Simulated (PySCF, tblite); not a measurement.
**methyl thiophene-2-carboxylate (C₆H₆O₂S): a rotation path, then NMR shifts on frames**

Aim: move methyl thiophene-2-carboxylate (C₆H₆O₂S) (`COC(=O)c1cccs1`) away from its starting geometry and see how NMR shifts follow the geometry.

Programs: tblite 0.8.0 and PySCF 2.14.0, with density-fitted response routines of our own. Each step states its level of theory. These are calculated values for one molecule in the gas phase, unless marked as measured. Atoms count from 0, in the outputs and in this text.

### Step 1. The molecule as given

15 atoms, charge 0, multiplicity 1; geometry from: GFN2-xTB.

Bonds of the start (Å): C0–O1 1.42, O1–C2 1.34, C2–O3 1.21, C2–C4 1.46, C4–C5 1.37, C5–C6 1.40, C6–C7 1.36, C7–S8 1.71, S8–C4 1.73, C0–H9 1.09, C0–H10 1.09, C0–H11 1.09, C5–H12 1.07, C6–H13 1.07, C7–H14 1.07.

### Step 2. The rotation path with GFN2-xTB

The job: settings as JSON, then the geometry in Å.

```
{"job": {"kind": "neb", "xc": "GFN2-xTB", "basis": "xTB", "atoms": [5, 4, 2, 1], "turn": 180}, "charge": 0, "multiplicity": 1}
C      3.072006     0.316665     0.355458
O      1.665659     0.502187     0.387463
C      0.904737    -0.438785    -0.197854
O      1.336815    -1.429237    -0.736011
C     -0.512092    -0.109673    -0.092742
C     -1.566534    -0.845461    -0.568744
C     -2.807640    -0.243812    -0.301337
C     -2.678354     0.934726     0.370276
S     -1.044731     1.337074     0.691835
H      3.502254     0.956642    -0.416928
H      3.304387    -0.727415     0.137334
H      3.460954     0.601439     1.331494
H     -1.432420    -1.777513    -1.086767
H     -3.752887    -0.664478    -0.592961
H     -3.456567     1.595632     0.697572
```

Level: GFN2-xTB climbing-image nudged elastic band, gas phase.

Started as:

```console
$ OMP_NUM_THREADS=1 python probes_run.py task.json out
```

This one command runs all jobs of the session in turn.

Output:

```text
image   E - E0 / eV
  0      -0.0000
  1       0.0248
  2       0.0971
  3       0.1929
  4       0.2458
  5       0.2118
  6       0.1286
  7       0.0599
  8       0.0342
```

It took 4.3 s on 1 thread of Intel Xeon Platinum 8488C, shared host; peak memory 0.18 GiB.

The final band, with the dihedral C5–C4–C2–O1:

| image | dihedral (°) | energy (eV) | energy (kcal/mol) |
| --- | --- | --- | --- |
| 0 | -180 | 0.000 | 0.0 |
| 1 | -160 | 0.025 | 0.6 |
| 2 | -139 | 0.097 | 2.2 |
| 3 | -117 | 0.193 | 4.4 |
| 4 | -91 | 0.246 | 5.7 |
| 5 | -66 | 0.212 | 4.9 |
| 6 | -41 | 0.129 | 3.0 |
| 7 | -20 | 0.060 | 1.4 |
| 8 | 1 | 0.034 | 0.8 |

### Step 3. Shielding tensors: image 0, PBE0/pcSseg-1

The job: settings as JSON, then the geometry in Å.

```
{"job": {"kind": "nmr", "xc": "PBE0", "basis": "pcSseg-1", "pop": false}, "charge": 0, "multiplicity": 1}
C      3.072000     0.316700     0.355500
O      1.665700     0.502200     0.387500
C      0.904700    -0.438800    -0.197900
O      1.336800    -1.429200    -0.736000
C     -0.512100    -0.109700    -0.092700
C     -1.566500    -0.845500    -0.568700
C     -2.807600    -0.243800    -0.301300
C     -2.678400     0.934700     0.370300
S     -1.044700     1.337100     0.691800
H      3.502300     0.956600    -0.416900
H      3.304400    -0.727400     0.137300
H      3.461000     0.601400     1.331500
H     -1.432400    -1.777500    -1.086800
H     -3.752900    -0.664500    -0.593000
H     -3.456600     1.595600     0.697600
```

Method: GIAO PBE0/pcSseg-1 NMR shielding, non-relativistic, gas phase.

Output:

```text
coarse grid: 14032 points
cycle   1  E = -780.0332009543  dE =  1.812e+00  |g| = 8.834e-01  |ddm| = 3.961e+00
cycle   2  E = -779.6528802649  dE =  3.803e-01  |g| = 1.662e+00  |ddm| = 2.382e+00
cycle   3  E = -780.1659777981  dE = -5.131e-01  |g| = 2.878e-01  |ddm| = 1.875e+00
cycle   4  E = -780.1807913630  dE = -1.481e-02  |g| = 9.120e-02  |ddm| = 2.718e-01
cycle   5  E = -780.1821385671  dE = -1.347e-03  |g| = 1.935e-02  |ddm| = 5.974e-02
cycle   6  E = -780.1822168850  dE = -7.832e-05  |g| = 6.949e-03  |ddm| = 2.448e-02
cycle   7  E = -780.1822278929  dE = -1.101e-05  |g| = 1.700e-03  |ddm| = 8.753e-03
cycle   8  E = -780.1822284806  dE = -5.877e-07  |g| = 5.826e-04  |ddm| = 2.275e-03
final grid: 133648 points
cycle   9  E = -780.2593276313  dE = -1.724e-05  |g| = 1.414e-02  |ddm| = 3.576e-02
cycle  10  E = -780.2592631120  dE =  6.452e-05  |g| = 2.264e-02  |ddm| = 3.068e-02
cycle  11  E = -780.2593665121  dE = -1.034e-04  |g| = 2.056e-03  |ddm| = 2.166e-02
cycle  12  E = -780.2593673473  dE = -8.352e-07  |g| = 4.861e-04  |ddm| = 1.909e-03
cycle  13  E = -780.2593673878  dE = -4.053e-08  |g| = 1.829e-04  |ddm| = 5.546e-04
cycle  14  E = -780.2593673942  dE = -6.451e-09  |g| = 5.608e-05  |ddm| = 1.873e-04
cycle  15  E = -780.2593673949  dE = -6.316e-10  |g| = 2.363e-05  |ddm| = 6.893e-05
converged SCF energy = -780.2593673949

GIAO shielding tensors (ppm)
atom      isotropic    diamagn.    paramagn.     s11        s22        s33       span
  0 C      136.065     241.636    -105.571     99.928    124.813    183.452     83.524
  1 O      159.647     403.317    -243.669     -7.976    232.595    254.323    262.298
  2 C       20.073     247.441    -227.368    -77.356     66.496     71.079    148.435
  3 O      -56.080     403.066    -459.146   -297.043   -201.824    330.628    627.671
  4 C       44.417     263.798    -219.381    -22.931     43.131    113.052    135.983
  5 C       46.628     247.593    -200.966    -36.752     21.196    155.439    192.191
  6 C       55.031     254.866    -199.835    -25.129     38.481    151.742    176.871
  7 C       44.983     263.547    -218.564    -47.915     39.447    143.417    191.331
  8 S      261.682    1057.095    -795.413    124.691    241.606    418.749    294.058
  9 H       28.155      27.263       0.893     23.560     25.921     34.985     11.425
 10 H       26.248      27.565      -1.317     21.896     26.051     30.796      8.900
 11 H       28.069      27.269       0.800     23.522     26.394     34.291     10.769
 12 H       23.565      31.819      -8.254     20.204     23.499     26.993      6.790
 13 H       24.430      29.692      -5.262     21.217     24.738     27.335      6.118
 14 H       24.320      30.668      -6.347     21.421     24.255     27.284      5.863
```

Wall time 31 s (1 thread of Intel Xeon Platinum 8488C, shared host); peak memory 0.83 GiB.

Shifts follow as δ = σ(reference) − σ, with reference shieldings (ppm) from runs at the same level and on the same kind of geometry: ¹H TMS 31.72, ¹³C TMS 186.9, ¹⁷O H2O 336.1, ³³S CS2 504. The references are single molecules in the gas phase, so shifts against H2O, NH3, PH3, H3PO4 or CFCl3 are not on the usual liquid scales and can be off by tens of ppm. Each atom is listed at this fixed geometry, with no averaging over motion; a spectrum would average atoms that exchange fast.

| atoms | environment | σ (ppm) | δ (ppm) |
| --- | --- | --- | --- |
| C2 | ester carbonyl carbon | 20.1 | 166.9 |
| C4 | substituted aromatic carbon next to the ring sulfur | 44.4 | 142.5 |
| C7 | aromatic CH next to the ring sulfur | 45.0 | 141.9 |
| C5 | aromatic CH | 46.6 | 140.3 |
| C6 | aromatic CH | 55.0 | 131.9 |
| C0 | methyl carbon bonded to O | 136.1 | 50.9 |
| H12 | hydrogen on an aromatic CH | 23.57 | 8.15 |
| H14 | hydrogen on an aromatic CH next to the ring sulfur | 24.32 | 7.40 |
| H13 | hydrogen on an aromatic CH | 24.43 | 7.29 |
| H10 | hydrogen on a methyl carbon bonded to O | 26.25 | 5.47 |
| H11 | hydrogen on a methyl carbon bonded to O | 28.07 | 3.65 |
| H9 | hydrogen on a methyl carbon bonded to O | 28.16 | 3.56 |
| O3 | ester carbonyl oxygen | -56.1 | 392.2 |
| O1 | ester alkoxy oxygen | 159.6 | 176.4 |
| S8 | aromatic ring sulfur | 262 | 242 |

Ring of atoms C4, C5, C6, C7, S8: NICS(0) -12.2, NICS(1) -11.3, NICS(1)zz -26.0 ppm (means of both faces).

### Step 4. Shielding tensors: image 2, PBE0/pcSseg-1

The job: settings as JSON, then the geometry in Å.

```
{"job": {"kind": "nmr", "xc": "PBE0", "basis": "pcSseg-1", "pop": false}, "charge": 0, "multiplicity": 1}
C      3.058700     0.189700     0.467200
O      1.653900     0.403000     0.482900
C      0.921700    -0.243400    -0.436100
O      1.375500    -0.966700    -1.287100
C     -0.511400     0.015000    -0.248400
C     -1.526000    -0.894600    -0.365400
C     -2.789200    -0.334300    -0.096700
C     -2.717400     0.992900     0.191900
S     -1.105800     1.579300     0.185900
H      3.554400     1.098700     0.125600
H      3.301100    -0.638200    -0.202000
H      3.370300    -0.042500     1.485100
H     -1.357900    -1.927000    -0.612300
H     -3.708700    -0.890600    -0.117200
H     -3.523500     1.666800     0.404600
```

Level: GIAO PBE0/pcSseg-1 NMR shielding, non-relativistic, gas phase.

Output:

```text
coarse grid: 14032 points
cycle   1  E = -780.0250707342  dE =  1.812e+00  |g| = 8.895e-01  |ddm| = 3.926e+00
cycle   2  E = -779.6424316672  dE =  3.826e-01  |g| = 1.672e+00  |ddm| = 2.118e+00
cycle   3  E = -780.1599987650  dE = -5.176e-01  |g| = 2.890e-01  |ddm| = 1.641e+00
cycle   4  E = -780.1749764301  dE = -1.498e-02  |g| = 9.186e-02  |ddm| = 2.614e-01
cycle   5  E = -780.1763630618  dE = -1.387e-03  |g| = 1.895e-02  |ddm| = 6.123e-02
cycle   6  E = -780.1764391588  dE = -7.610e-05  |g| = 7.044e-03  |ddm| = 2.449e-02
cycle   7  E = -780.1764501027  dE = -1.094e-05  |g| = 1.763e-03  |ddm| = 7.397e-03
cycle   8  E = -780.1764507379  dE = -6.351e-07  |g| = 5.466e-04  |ddm| = 1.656e-03
final grid: 133648 points
cycle   9  E = -780.2533724455  dE = -1.407e-05  |g| = 1.472e-02  |ddm| = 3.336e-02
cycle  10  E = -780.2533017798  dE =  7.067e-05  |g| = 2.339e-02  |ddm| = 3.137e-02
cycle  11  E = -780.2534157132  dE = -1.139e-04  |g| = 2.049e-03  |ddm| = 2.194e-02
cycle  12  E = -780.2534165774  dE = -8.642e-07  |g| = 4.755e-04  |ddm| = 1.856e-03
cycle  13  E = -780.2534166164  dE = -3.897e-08  |g| = 1.853e-04  |ddm| = 5.272e-04
cycle  14  E = -780.2534166230  dE = -6.573e-09  |g| = 6.094e-05  |ddm| = 1.877e-04
cycle  15  E = -780.2534166237  dE = -7.462e-10  |g| = 2.377e-05  |ddm| = 7.171e-05
converged SCF energy = -780.2534166237

GIAO shielding tensors (ppm)
atom      isotropic    diamagn.    paramagn.     s11        s22        s33       span
  0 C      135.721     241.860    -106.138     98.359    124.686    184.118     85.759
  1 O      147.979     403.227    -255.248    -23.251    220.657    246.530    269.781
  2 C       16.939     248.373    -231.433    -84.116     61.210     73.724    157.840
  3 O      -84.842     402.473    -487.315   -362.756   -212.441    320.672    683.429
  4 C       43.001     263.822    -220.821    -29.728     32.594    126.135    155.863
  5 C       50.394     247.784    -197.390    -30.428     28.891    152.719    183.146
  6 C       55.765     254.793    -199.028    -25.231     40.178    152.349    177.580
  7 C       48.632     263.258    -214.626    -43.286     45.613    143.570    186.856
  8 S      262.923    1056.931    -794.008    127.280    256.511    404.979    277.698
  9 H       28.169      27.109       1.061     23.313     26.369     34.827     11.514
 10 H       26.144      27.786      -1.642     21.963     26.030     30.439      8.476
 11 H       28.107      27.518       0.589     23.747     26.126     34.449     10.702
 12 H       23.985      31.700      -7.715     20.859     23.629     27.467      6.608
 13 H       24.476      29.722      -5.246     21.357     24.661     27.410      6.052
 14 H       24.392      30.518      -6.126     21.502     24.368     27.305      5.802
```

Run time: 31 s. Hardware: 1 thread of Intel Xeon Platinum 8488C, shared host; peak memory 0.84 GiB.

Key values: δ C2 170.0, C4 143.9, C7 138.3, C5 136.5, H12 7.73, H14 7.33 ppm.

[end of part 1 of 2]
